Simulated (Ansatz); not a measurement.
# Nb: the cost of one run

Computed with Ansatz 0.2.0 (DFT PBE, scalar-relativistic, plane waves, PAW, unless a step's input says otherwise).

The COD entry's cell or inner coordinates are ideal or old and differ from later refinements, so a difference from it is no clean test against experiment.

1 further run of the same task is left out (set aside as unsound or not needed).

## 1. The structure to begin with

Symmetry: Im-3m, No. 229, cubic system. The conventional cell has a = 3.313 Å, b = 3.313 Å, c = 3.313 Å, α = 90.00°, β = 90.00°, γ = 90.00°. Nb (site symmetry m-3m) is surrounded by 8 Nb at 2.87 Å.

As a file:

```
CELL_PARAMETERS angstrom
-1.65669 1.65669 1.65669
1.65669 -1.65669 1.65669
1.65669 1.65669 -1.65669
ATOMIC_POSITIONS crystal
Nb 0.00000 0.00000 0.00000
```

It is the result of an earlier relaxation at this level (volume 18.19 Å³/atom; gap on the mesh: none (metal)).

## 2. Elastic constants, atoms relaxed

Contents of input.yaml:

```yaml
crystal:
  lattice:
    - [-1.6566931589, 1.6566931589, 1.6566931589]
    - [1.6566931589, -1.6566931589, 1.6566931589]
    - [1.6566931589, 1.6566931589, -1.6566931589]
  atoms:
    - { symbol: Nb, position: [0.0, 0.0, 0.0] }
basis:
  ecutwfc: 420
kpoints:
  mp_grid: { grid: [8, 8, 8] }
hamiltonian:
  xc: pbe
scf:
  occupations: { method: fermi_dirac, width: 0.15 }
output:
  forces: true
  stress: true
  eigenvalues: true
elastic:
  mode: relaxed_ion
  amplitude: 0.005
```

The run is started by

```
> ansatz run input.yaml --threads 1 --pin off --max-ram 2560MiB --backend cpu --events-out ev --progress --plain --runs-dir out
```

**Question.** How long does this run take on 1 thread of Arm Neoverse V2, shared host, and how much memory does it need?

About 6.1 s, with a peak of 0.28 GiB.
